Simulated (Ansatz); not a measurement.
# BaFe2Se2O: the cost of one run

Method: DFT PBE+U, scalar-relativistic, plane waves, PAW, in Ansatz 0.2.0.

**1. The structure to begin with**

Symmetry: Pmn2_1, No. 31, orthorhombic system. The conventional cell has a = 10.120 Å, b = 6.861 Å, c = 4.240 Å, α = 90.00°, β = 90.00°, γ = 90.00°. Ba (site symmetry m) is surrounded by 2 O at 2.65 to 2.67 Å. Fe (site symmetry 1) has 1 O at 1.93 Å and 3 Se at 2.56 to 2.62 Å as nearest neighbours. O (site symmetry m) has 2 Fe at 1.93 Å and 2 Ba at 2.65 to 2.67 Å as nearest neighbours. Se (site symmetry 1) is surrounded by 3 Fe at 2.56 to 2.62 Å.

Structure file:

```
Ba Fe O Se
1.0
     4.23964    0.00000    0.00000
     0.00000   10.12012    0.00000
     0.00000    0.00000    6.86076
Ba Fe O Se
2 4 2 4
Cartesian
  0.0023 5.0601 3.4882
  2.1222 0.0000 3.3725
  2.1104 3.4088 0.8792
  -0.0094 1.6512 5.9816
  2.1104 6.7113 0.8792
  -0.0094 8.4689 5.9816
  2.1311 5.0601 1.8834
  0.0113 0.0000 4.9774
  0.0026 2.0885 1.6411
  2.1224 2.9715 5.2197
  0.0026 8.0316 1.6411
  2.1224 7.1486 5.2197
```

**2. Coarse mesh, to find the state of the open shells**

Contents of input.yaml:

```yaml
crystal:
  lattice:
    - [4.2396449928, 0.0, 0.0]
    - [0.0, 10.1201172695, 0.0]
    - [0.0, 0.0, 6.8607580114]
  atoms:
    - { symbol: Ba, position: [0.0005536765, 0.5, 0.5084304852] }
    - { symbol: Ba, position: [0.5005536765, 0.0, 0.4915695148] }
    - { symbol: Fe, position: [0.4977831907, 0.3368354014, 0.1281484117], spin: 4.0 }
    - { symbol: Fe, position: [-0.0022168093, 0.1631645986, 0.8718515883], spin: -4.0 }
    - { symbol: Fe, position: [0.4977831907, 0.6631645986, 0.1281484117], spin: 4.0 }
    - { symbol: Fe, position: [-0.0022168093, 0.8368354014, 0.8718515883], spin: -4.0 }
    - { symbol: O, position: [0.5026591457, 0.5, 0.2745175886] }
    - { symbol: O, position: [0.0026591457, 0.0, 0.7254824114] }
    - { symbol: Se, position: [0.0006103983, 0.2063723941, 0.2392020591] }
    - { symbol: Se, position: [0.5006103983, 0.2936276059, 0.7607979409] }
    - { symbol: Se, position: [0.0006103983, 0.7936276059, 0.2392020591] }
    - { symbol: Se, position: [0.5006103983, 0.7063723941, 0.7607979409] }
basis:
  ecutwfc: 420
  ecutrho_ratio: 4
kpoints:
  mp_grid: { grid: [3, 2, 2] }
hamiltonian:
  xc: pbe
  hubbard: { sites: [{ species: Fe, l: d, u_eff: 4.0 }] }
scf:
  occupations: { method: gaussian, width: 0.05 }
output:
  forces: true
  stress: true
  eigenvalues: true
  populations: true
  hubbard: { sites: [{ species: Fe, l: d }] }
magnetization:
  spin_polarized: true
```

Command:

```bash
$ ansatz run input.yaml --threads 8 --pin off --max-ram 22528MiB --backend cpu --events-out ev --progress --plain --runs-dir out
```

Q: Estimate wall time and peak memory on 8 threads of Intel Xeon Platinum 8259CL at 2.50GHz (Skylake/Cascade Lake), shared host.

About 29 s, with a peak of 2 GiB.
